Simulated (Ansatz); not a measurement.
# WO (septet): from Hartree-Fock to the top rungs, def2-TZVPP

One table from this session's results is given with a row withheld; the runs are named, their logs left out.

Computed with Ansatz 0.2.0, Gaussian basis. Level: def2-TZVPP, core rule «outside noble gas», up to 5 orbitals frozen.

Plan: UHF; CCSD(T) on ROHF; CCSD(T) on UHF; CCSDT(Q) on ROHF; CCSDT(Q) on UHF; CASSCF and MRCISD+Q, 12 electrons in 10 orbitals; CASSCF and NEVPT2, 12 electrons in 10 orbitals.

7 further runs of the same task are left out: 2 for a known fault of the program, 5 set aside as unsound or not needed.

## What is computed

The geometry is a PBE0/def2-TZVP stationary point (not a proven minimum). No spin-orbit coupling is included. Elements past krypton take def2 core potentials.

2 atoms, charge 0, spin multiplicity 7.

Atoms are counted from 1 here; the program's logs count them from 0.

Bond lengths: W1–O2 1.995 Å.

Set-up of the first run:

in.yaml reads:

```yaml
crystal:
  periodic: [false, false, false]
  atoms:
    - {symbol: W, position_ang: [0.000000, 0.000000, 0.000000]}
    - {symbol: O, position_ang: [0.000000, 0.000000, 1.994600]}
basis:
  gaussian: {orbitals: def2-TZVPP}
magnetization: {spin_polarized: true, initial_magnetization: 6}
hamiltonian: {xc: hf}
output: {orbitals: {seedname: orbitals}}
```

The run is started by

```
$ ansatz run in.yaml --threads 1 --pin off --events-out ev --progress --plain --max-ram 4096MiB --backend cpu
```

Among the steps run: UHF; CCSD(T) on ROHF; CCSD(T) on UHF; CCSDT(Q) on ROHF; CCSDT(Q) on UHF; CASSCF and MRCISD+Q, 12 electrons in 10 orbitals; CASSCF and NEVPT2, 12 electrons in 10 orbitals.

One of the session's tables, all rows but one given; the rest of the session is left out.

It belongs to the step «Misses and costs». 

| method | from RCCSDT(Q) (kJ/mol) |
| --- | --- |
| ROHF | +818.1 |
| UHF | +791.9 |
| RMP2 | +79.7 |
| UMP2 | +68.6 |
| RCCSD | +33.3 |
| UCCSD | +21.5 |
| RCCSD(T) | +4.1 |
| UCCSD(T) | -7.3 |
| RCCSDT | +1.0 |
| UCCSDT | -10.5 |
| RCCSDT(Q) | 0 |
| UCCSDT(Q) | -12.0 |
| CASSCF valence | ? |
| NEVPT2 valence | +141.3 |
| MRCISD valence | +71.9 |
| MRCISD+Q valence | +17.0 |

Q: Estimate the row for CASSCF valence from the others.

The run gave: from RCCSDT(Q) (kJ/mol): +760.4. In the column «from RCCSDT(Q) (kJ/mol)» it lies between NEVPT2 valence (+141.3) and UHF (+791.9).

Caveats from the session: Restricted and unrestricted rows rest on different reference determinants; where their highest levels disagree by more than a few hundredths of an eV, they describe different states and don't form one ladder.
